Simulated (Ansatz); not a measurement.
**SiNH3ClO (SMILES [NH][SiH](O)Cl): levels of theory compared**

Wanted: a comparison of 6 runs (U-revPBE/def2-SVP, UBHLYP/def2-SVP, UBLYP/def2-SVP, RPA@PBE0/def2-SVP, UBCCD(T)/def2-SVP, UCCSD(T)/def2-SVP) of SiNH3ClO. 

The results are computed with Ansatz 0.2.0.

127 further runs of the same task are left out: 1 that didn't finish, 126 set aside as unsound or not needed. Runs told in other sessions of the task aren't counted.

**1. The molecule**

The species is SiNH3ClO (7 atoms), meant as a doublet with charge 0. As SMILES, `[NH][SiH](O)Cl`. The N1–H5 distance was set to 1.532 Å, away from the relaxed value. At this shape a bond of the SMILES string is far longer than usual.

Bond lengths: N1–Si2 1.738 Å, Si2–O3 1.624 Å, Si2–Cl4 2.056 Å, Si2–H6 1.475 Å, O3–H7 0.960 Å. Angles: N1–Si2–O3 110.0°, N1–Si2–Cl4 103.5°, O3–Si2–Cl4 112.0°, N1–Si2–H6 116.4°, O3–Si2–H6 106.1°, Cl4–Si2–H6 109.1°, Si2–O3–H7 118.0°. A long bond or contact: N1–H5 1.532 Å.

**2. A single-point energy at U-revPBE/def2-SVP (run 1)**

Contents of input.yaml:

```yaml
crystal:
  periodic: [false, false, false]
  atoms:
    - {symbol: N, position_ang: [0.110918, 0.828588, -0.940503]}
    - {symbol: Si, position_ang: [0.346918, -0.397212, 0.268997]}
    - {symbol: O, position_ang: [1.886418, -0.913212, 0.243397]}
    - {symbol: Cl, position_ang: [-0.969182, -1.876812, -0.282403]}
    - {symbol: H, position_ang: [-1.151500, 1.677300, -0.756300]}
    - {symbol: H, position_ang: [0.072218, -0.002712, 1.663297]}
    - {symbol: H, position_ang: [2.290418, -1.081312, -0.610603]}
basis:
  gaussian:
    orbitals: def2-SVP
output:
  orbitals: {seedname: orbitals}
accuracy: high
hamiltonian:
  xc: {name: revPBE}
magnetization:
  spin_polarized: true
  initial_magnetization: 1
```

The run is started by

```
$ ansatz run input.yaml --threads 1 --pin off --max-ram 3480MiB --events-out events.jsonl --progress --plain --runs-dir runs
```

What it wrote:

```text
Warning: RAYON_NUM_THREADS=1 ignored (pool sized by the plan → 1); use --threads N
Functional definition: revPBE
  name "revPBE"
  parameter kappa = 1.245
  parameter beta = 0.06672455060314922
  exchange = pbe_x(kappa = kappa, mu = beta*pi^2/3)
  correlation = pbe_c(beta = beta)
1660 factors; integrals over basis functions are off by at most 6.3e-9 eV
mean field evaluation 1: about -23954.4772 eV, gradient 5.9e1 eV
mean field evaluation 2: about -23839.2779 eV, gradient 1.3e2 eV
mean field evaluation 4: about -23966.7171 eV, gradient 2.9e1 eV
mean field evaluation 8: about -23970.8678 eV, gradient 5.6e-1 eV
mean field evaluation 16: about -23970.8650 eV, gradient 8.5e-4 eV
mean field evaluation 32: about -23970.6635 eV, gradient 2.7e0 eV
mean field -23970.86498454 eV, -880.9130401460 hartree, gradient 3.9e-8 eV, S^2 0.758219; 3 other end points of the search recorded, 0 dependent functions left out
reference -23970.86498829 eV, -880.9130402839 hartree; 25, 24 occupied and 54, 55 virtual orbitals, 1660 factors
Total energy: -23970.86498829 eV, -880.9130402839 hartree
```

It took 11 s on 1 thread of Arm Neoverse V1, shared host; peak memory 0.24 GiB.

**3. The energy at UBHLYP/def2-SVP (run 2)**

Contents of run.yaml:

```yaml
crystal:
  periodic: [false, false, false]
  atoms:
    - symbol: "N"
      position_ang: [0.110918, 0.828588, -0.940503]
    - symbol: Si
      position_ang: [0.346918, -0.397212, 0.268997]
    - symbol: O
      position_ang: [1.886418, -0.913212, 0.243397]
    - symbol: Cl
      position_ang: [-0.969182, -1.876812, -0.282403]
    - symbol: H
      position_ang: [-1.151500, 1.677300, -0.756300]
    - symbol: H
      position_ang: [0.072218, -0.002712, 1.663297]
    - symbol: H
      position_ang: [2.290418, -1.081312, -0.610603]
basis:
  gaussian:
    orbitals: def2-SVP
magnetization:
  spin_polarized: true
  initial_magnetization: 1
accuracy: high
hamiltonian:
  xc: {name: BHLYP}
output:
  orbitals: {seedname: orbitals}
```

The run is started by

```
$ ansatz run run.yaml --threads 1 --pin off --max-ram 3480MiB --events-out events.jsonl --progress --plain --runs-dir runs
```

What it wrote:

```text
Warning: RAYON_NUM_THREADS=1 ignored (pool sized by the plan → 1); use --threads N
Functional definition: BHLYP
  name "BHLYP"
  parameter a = 0.5
  exchange = (1 - a)*b88_x + a*exact_x
  correlation = lyp_c
1660 factors; integrals over basis functions are off by at most 6.3e-9 eV
mean field evaluation 1: about -23968.8603 eV, gradient 3.4e1 eV
mean field evaluation 2: about -23966.9820 eV, gradient 4.1e1 eV
mean field evaluation 4: about -23973.9191 eV, gradient 9.8e-1 eV
mean field evaluation 8: about -23973.9824 eV, gradient 2.3e-1 eV
mean field evaluation 16: about -23973.9889 eV, gradient 6.8e-3 eV
mean field evaluation 32: about -23973.9889 eV, gradient 3.3e-6 eV
mean field -23973.98888076 eV, -881.0278412147 hartree, gradient 8.8e-8 eV, S^2 0.784623; 4 other end points of the search recorded, 0 dependent functions left out
reference -23973.98890607 eV, -881.0278421448 hartree; 25, 24 occupied and 54, 55 virtual orbitals, 1660 factors
Total energy: -23973.98890607 eV, -881.0278421448 hartree
```

It took 18 s on 1 thread of Arm Neoverse V1, shared host; peak memory 0.35 GiB.

Runs 3 to 5 aren't shown in full; the table further down has their settings and results.

**4. The energy at UCCSD(T)/def2-SVP (run 6)**

Edit input.yaml of step 2 so:

```diff
@@ -3,3 +3,3 @@
   atoms:
-    - {symbol: N, position_ang: [0.110918, 0.828588, -0.940503]}
+    - {symbol: "N", position_ang: [0.110918, 0.828588, -0.940503]}
     - {symbol: Si, position_ang: [0.346918, -0.397212, 0.268997]}
@@ -13,7 +13,3 @@
     orbitals: def2-SVP
-output:
-  orbitals: {seedname: orbitals}
 accuracy: high
-hamiltonian:
-  xc: {name: revPBE}
 magnetization:
@@ -21 +17,6 @@
   initial_magnetization: 1
+correlation:
+  method: ccsd_t
+  frozen_orbitals: {Cl: 5, H: 0, "N": 1, O: 1, Si: 5}
+scf:
+  omitted_lower_state_checks: [cluster_reference, increment]
```

The run is started by

```
$ ansatz run input.yaml --threads 1 --pin off --max-ram 3480MiB --events-out events.jsonl --progress --plain --runs-dir runs
```

What it wrote:

```text
Warning: RAYON_NUM_THREADS=1 ignored (pool sized by the plan → 1); use --threads N
[... 13 lines left out ...]
12 core orbitals not correlated: weight in the atoms' cores, before any rotation towards them, 1.000 or more for the frozen orbitals, at most 0.000 for the correlated occupied ones
[... 43 lines left out ...]
Total energy: -23939.03871934 eV, -879.7434464726 hartree
Checks for a lower state left out: cluster_reference, increment
```

It took 64 s on 1 thread of Arm Neoverse V1, shared host; peak memory 0.64 GiB.

**5. Overview of the runs**

```csv
run,level,frozen core orbitals,energy (Eh),⟨S²⟩,wall time
1,U-revPBE/def2-SVP,–,-880.913040,0.758,11 s
2,UBHLYP/def2-SVP,–,-881.027842,0.785,18 s
3,UBLYP/def2-SVP,–,-881.062188,0.758,11 s
4,RPA@PBE0/def2-SVP,12,-879.922901,0.765,22 s
5,UBCCD(T)/def2-SVP,12,-879.743990,1.055,75 s
6,UCCSD(T)/def2-SVP,12,-879.743446,1.055,64 s
```

**6. Outcome**

| quantity | value |
| --- | --- |
| run 6: total energy | -879.74345 Eh |
| run 6: correlation energy (12 core orbitals frozen) | -604.9 mEh |
| run 6: (T) correction | -14.48 mEh |
| run 6: ⟨S²⟩ of the reference determinant | 1.055 |
| run 6: T1 diagnostic | 0.039 |

Totals of different functionals can't be ranked against each other. Spin contamination of the reference: run 5 ⟨S²⟩ = 1.05, run 6 ⟨S²⟩ = 1.05. All runs together took 3.3 min, the longest 75 s.
